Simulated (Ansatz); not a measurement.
**H₄NPZn: one species, many methods**

The task here is to estimate one member of a computed series from the others.

Program: Ansatz 0.2.0, Gaussian basis. Level of theory: functionals in def2-TZVPP, the program's frozen cores in correlated methods. These are calculated values, not measurements.

Plan: LDA (SPW92), PBE-D4, revPBE-D4, BLYP-D4, r2SCAN-D4, B97M-V, PBE0-D4, B3LYP-D4, r2SCANh-D4, r2SCAN0-D4, HSE06-D4, BHLYP-D4, CAM-B3LYP-D4, LC-ωPBE, ωB97X-V, ωB97M-V, B2PLYP, PBE-QIDH; CCSD(T)/def2-SVP; CCSD(T)/def2-TZVPP; MP2/def2-QZVPP; extrapolation to the limit; RPA on PBE.

## The geometry

An earlier PBE0-D4 in a triple-zeta def2 set relaxation fixed the geometry.

SMILES `P[NH][ZnH]`, 7 atoms, charge 0, spin multiplicity 1.

Atoms are counted from 1 here; the program's logs count them from 0.

Bond lengths: P1–N2 1.697 Å, P1–H4 1.428 Å, P1–H5 1.428 Å, N2–Zn3 1.827 Å, N2–H6 1.007 Å, Zn3–H7 1.520 Å. Angles: N2–P1–H4 102.1°, N2–P1–H5 102.2°, H4–P1–H5 91.6°, P1–N2–Zn3 128.2°, P1–N2–H6 110.9°, Zn3–N2–H6 120.9°, N2–Zn3–H7 178.5°.

Set-up of the first run:

File in.yaml:

```yaml
crystal:
  periodic: [false, false, false]
  atoms:
    - {symbol: P, position_ang: [-1.389866, 0.674713, -0.150579]}
    - {symbol: N, position_ang: [-0.072085, 0.118973, 0.763674]}
    - {symbol: Zn, position_ang: [1.443200, -0.711077, 0.170859]}
    - {symbol: H, position_ang: [-1.652584, -0.438110, -1.006196]}
    - {symbol: H, position_ang: [-0.744811, 1.387171, -1.206981]}
    - {symbol: H, position_ang: [-0.212582, 0.300088, 1.744243]}
    - {symbol: H, position_ang: [2.690028, -1.399858, -0.360819]}
basis:
  gaussian: {orbitals: def2-TZVPP}
hamiltonian: {xc: lda}
output: {orbitals: {seedname: orbitals}}
```

The run is started by

```bash
$ ansatz run in.yaml --threads 2 --pin off --events-out ev --progress --plain --max-ram 4352MiB
```

Steps of the session up to this table: LDA; PBE-D4 (GGA); revPBE-D4 (GGA); BLYP-D4 (GGA); r2SCAN-D4 (meta-GGA); B97M-V (meta-GGA); PBE0-D4 (hybrid); B3LYP-D4 (hybrid); r2SCANh-D4 (hybrid); r2SCAN0-D4 (hybrid); HSE06-D4 (hybrid); BHLYP-D4 (hybrid); CAM-B3LYP-D4 (range-separated); LC-ωPBE (range-separated); ωB97X-V (range-separated); ωB97M-V (range-separated); B2PLYP (double hybrid); PBE-QIDH (double hybrid).

One of the session's tables, all rows but one given; the rest of the session is left out.

It belongs to the step «Orbital energies across the functionals». 

```
  functional  HOMO (eV)  gap (eV)
 LDA (SPW92)      -5.77      4.27
      PBE-D4      -5.66      4.37
   revPBE-D4      -5.61      4.40
     BLYP-D4      -5.54      4.29
   r2SCAN-D4          ?         ?
      B97M-V      -5.93      4.69
     PBE0-D4      -6.74      6.17
    B3LYP-D4      -6.56      5.72
  r2SCANh-D4      -6.25      5.59
  r2SCAN0-D4      -6.86      6.55
    HSE06-D4      -6.34      5.42
    BHLYP-D4      -7.74      7.77
CAM-B3LYP-D4      -8.06      8.23
     LC-ωPBE      -9.40     10.66
     ωB97X-V      -9.04     10.17
     ωB97M-V      -8.90      9.68
```

Q: Estimate the row for r2SCAN-D4 from the others.

Worked estimate for «HOMO (eV)». Against the share of exact exchange, r2SCANh-D4 (0.1, -6.25), r2SCAN0-D4 (0.25, -6.86) give a slope of -4.07 per unit share; at 0 the line stands at -5.84.

As computed: HOMO (eV): -5.84; gap (eV): 4.93. In «HOMO (eV)» the line misses by 0.00.
